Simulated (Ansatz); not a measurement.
Geometry optimisation, DFT r2SCAN, scalar-relativistic, plane waves, PAW (Ansatz 0.2.0).

The input (input.yaml):

```yaml
crystal:
  lattice:
    - [6.98, 0.0, 0.0]
    - [0.0, 6.98, 0.0]
    - [0.0, 0.0, 6.98]
  atoms:
    - { symbol: Li, position: [0.0, 0.0, 0.0] }
    - { symbol: Li, position: [0.5, 0.0, 0.0] }
    - { symbol: Li, position: [0.0, 0.5, 0.0] }
    - { symbol: Li, position: [0.0, 0.0, 0.5] }
    - { symbol: Li, position: [0.25, 0.25, 0.25] }
    - { symbol: Li, position: [0.5, 0.5, 0.0] }
    - { symbol: Li, position: [0.5, 0.0, 0.5] }
    - { symbol: Li, position: [0.75, 0.25, 0.25] }
    - { symbol: Li, position: [0.0, 0.5, 0.5] }
    - { symbol: Li, position: [0.25, 0.75, 0.25] }
    - { symbol: Li, position: [0.25, 0.25, 0.75] }
    - { symbol: Li, position: [0.5, 0.5, 0.5] }
    - { symbol: Li, position: [0.75, 0.75, 0.25] }
    - { symbol: Li, position: [0.75, 0.25, 0.75] }
    - { symbol: Li, position: [0.25, 0.75, 0.75] }
    - { symbol: Li, position: [0.75, 0.75, 0.75] }
    - { symbol: Li, position: [0.7406266, 0.3824466, -0.0035257] }
basis:
  ecutwfc: 500.0
kpoints:
  mp_grid: { grid: [4, 4, 4] }
hamiltonian:
  xc: r2scan
scf:
  occupations: { method: gaussian, width: 0.05 }
  lower_state_search: "off"
relax:
  f_tol: 0.03
  max_steps: 60
  adjacent_minimum: "off"
```

Launched with:

```bash
$ ansatz run input.yaml --threads 4 --pin off --max-ram 10240MiB --backend cpu --events-out ev --progress --plain --runs-dir out
```

**Question.** Where does it end, and by what steps?

**Answer.** It converged. The force dipped under the threshold on the way, but the program's further checks kept it going. Limits of this set-up: coarse k mesh, a small cell, in which the defect meets its images. After 11 steps the energy has fallen by 1.738 eV; Li17 moved furthest, 1.11 Å. Joined: Li2–Li6 (3.49 → 2.84 Å), Li11–Li17 (3.94 → 2.88 Å), Li12–Li17 (3.94 → 2.87 Å), Li14–Li16 (3.49 → 2.82 Å).

```json
{"step": "0", "energy less start (eV)": "0.0000", "largest force component (eV/Å)": "1.833", "accepted": "yes"}
{"step": "1", "energy less start (eV)": "-0.9653", "largest force component (eV/Å)": "1.127", "accepted": "yes"}
{"step": "2", "energy less start (eV)": "-1.4516", "largest force component (eV/Å)": "0.439", "accepted": "yes"}
{"step": "3", "energy less start (eV)": "-1.5765", "largest force component (eV/Å)": "0.112", "accepted": "yes"}
{"step": "4", "energy less start (eV)": "-1.6149", "largest force component (eV/Å)": "0.083", "accepted": "yes"}
{"step": "5", "energy less start (eV)": "-1.6522", "largest force component (eV/Å)": "0.092", "accepted": "yes"}
{"step": "6", "energy less start (eV)": "-1.6684", "largest force component (eV/Å)": "0.091", "accepted": "yes"}
{"step": "7", "energy less start (eV)": "-1.7000", "largest force component (eV/Å)": "0.075", "accepted": "yes"}
{"step": "8", "energy less start (eV)": "-1.7273", "largest force component (eV/Å)": "0.037", "accepted": "yes"}
{"step": "9", "energy less start (eV)": "-1.7364", "largest force component (eV/Å)": "0.010", "accepted": "yes"}
{"step": "10", "energy less start (eV)": "-1.7374", "largest force component (eV/Å)": "0.015", "accepted": "yes"}
{"step": "11", "energy less start (eV)": "-1.7382", "largest force component (eV/Å)": "0.014", "accepted": "yes"}
```

```xyz
17
Lattice="6.9800 0.0000 0.0000 0.0000 6.9800 0.0000 0.0000 0.0000 6.9800" Properties=species:S:1:pos:R:3
Li 0.116 -0.020 0.142
Li 3.505 -0.005 0.098
Li 0.043 3.465 0.036
Li 0.338 0.109 3.230
Li 1.904 1.892 1.681
Li 3.146 4.182 0.434
Li 3.471 -0.020 3.467
Li 5.254 1.790 1.794
Li -0.060 3.356 3.658
Li 1.513 5.136 2.075
Li 1.791 1.769 5.303
Li 3.543 3.481 3.553
Li 5.354 5.263 1.876
Li 5.708 1.021 4.883
Li 1.697 5.292 5.212
Li 5.309 5.239 5.258
Li 4.418 2.600 -0.844
```

Whether the end is a true minimum wasn't checked by a vibrational analysis.

The run took 2.4 min on 4 threads of Intel(R) Xeon(R) Platinum 8488C (Sapphire Rapids), with other jobs on the host, peak memory 1.1 GiB.
